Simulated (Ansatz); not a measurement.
# GeNH₂ (quartet): the correlation ladder, cc-pVTZ

How much of the correlation energy of GeNH₂ (quartet) does each wave-function method recover here?

Program: Ansatz 0.2.0, Gaussian basis. Level of theory: cc-pVTZ, correlated electrons: outside noble gas. These are calculated values, not measurements.

Plan: UHF; CCSD(T) on ROHF; CCSD(T) on UHF; BCCD(T) on ROHF; CCSDT(Q) on ROHF; CCSDT(Q) on UHF; CASSCF and MRCISD+Q, 11 electrons in 10 orbitals; CASSCF and NEVPT2, 11 electrons in 10 orbitals.

## Step 1: The system

The geometry is a PBE0/def2-TZVP stationary point (not a proven minimum). No spin-orbit coupling is included. The filled d shell of Ge may be among the frozen orbitals whatever the setting's name suggests; the logs give the count.

4 atoms, charge 0, spin multiplicity 4.

Atoms are counted from 1 here; the program's logs count them from 0.

Bond lengths: Ge1–N2 2.315 Å, N2–H3 1.021 Å, N2–H4 1.021 Å. Angles: Ge1–N2–H3 125.6°, Ge1–N2–H4 125.6°, H3–N2–H4 108.9°.

Geometry (Å):

```xyz
4
GeH2N
Ge    0.0000    0.0000    0.4319
N     0.0000    0.0000   -1.8834
H     0.0000    0.8309   -2.4773
H     0.0000   -0.8309   -2.4773
```

In the tables R marks a restricted open-shell determinant and U an unrestricted one; 'valence' is the active space of 11 electrons in 10 orbitals; correlation energies count from the lowest restricted Hartree-Fock solution.

## Step 2: UHF

Contents of in.yaml:

```yaml
crystal:
  periodic: [false, false, false]
  atoms:
    - {symbol: Ge, position_ang: [0.000000, 0.000000, 0.431903]}
    - {symbol: N, position_ang: [0.000000, 0.000000, -1.883353]}
    - {symbol: H, position_ang: [0.000000, 0.830871, -2.477269]}
    - {symbol: H, position_ang: [0.000000, -0.830871, -2.477269]}
basis:
  gaussian: {orbitals: cc-pVTZ}
magnetization: {spin_polarized: true, initial_magnetization: 3}
hamiltonian: {xc: hf}
output: {orbitals: {seedname: orbitals}}
```

On the command line:

```console
$ ansatz run in.yaml --threads 1 --pin off --events-out ev --progress --plain --max-ram 4096MiB --backend cpu
```

Further steps of the session: CCSD(T) on ROHF; CCSD(T) on UHF; BCCD(T) on ROHF; CCSDT(Q) on ROHF; CCSDT(Q) on UHF; CASSCF and MRCISD+Q, 11 electrons in 10 orbitals; CASSCF and NEVPT2, 11 electrons in 10 orbitals.

**Question.** What will the summary of the whole plan be? Wanted: correlation energy, UCCSDT(Q); RMP2 from UCCSDT(Q); UMP2 from UCCSDT(Q); RCCSD from UCCSDT(Q); RCCSD(T) from UCCSDT(Q); UCCSD(T) from UCCSDT(Q); RCCSDT(Q) from UCCSDT(Q); NEVPT2 valence from UCCSDT(Q); MRCISD+Q valence from UCCSDT(Q).

**Answer**, as computed:

| quantity | value |
| --- | --- |
| correlation energy, UCCSDT(Q) | -7.9362 eV |
| RMP2 from UCCSDT(Q) | +25.03 kcal/mol |
| UMP2 from UCCSDT(Q) | +25.77 kcal/mol |
| RCCSD from UCCSDT(Q) | +6.82 kcal/mol |
| RCCSD(T) from UCCSDT(Q) | +1.11 kcal/mol |
| UCCSD(T) from UCCSDT(Q) | +0.90 kcal/mol |
| RCCSDT(Q) from UCCSDT(Q) | +0.24 kcal/mol |
| NEVPT2 valence from UCCSDT(Q) | +31.13 kcal/mol |
| MRCISD+Q valence from UCCSDT(Q) | +2.20 kcal/mol |
| levels of the table within 1 kcal/mol (43 meV) | UCCSD(T), RCCSDT, UCCSDT, RCCSDT(Q) |
| T1 diagnostic | 0.018 |
| effectively unpaired electrons | 3.01 |

In words: RCCSD(T) misses by +1.11 kcal/mol, 0.6 % of the correlation energy. One determinant dominates. Of the multireference levels listed MRCISD+Q valence comes nearest in total energy (+2.20 kcal/mol), which doesn't show that its space is the better one. These misses are within one basis, not against nature; the frozen cores of restricted and unrestricted runs differ, which can shift their rows.
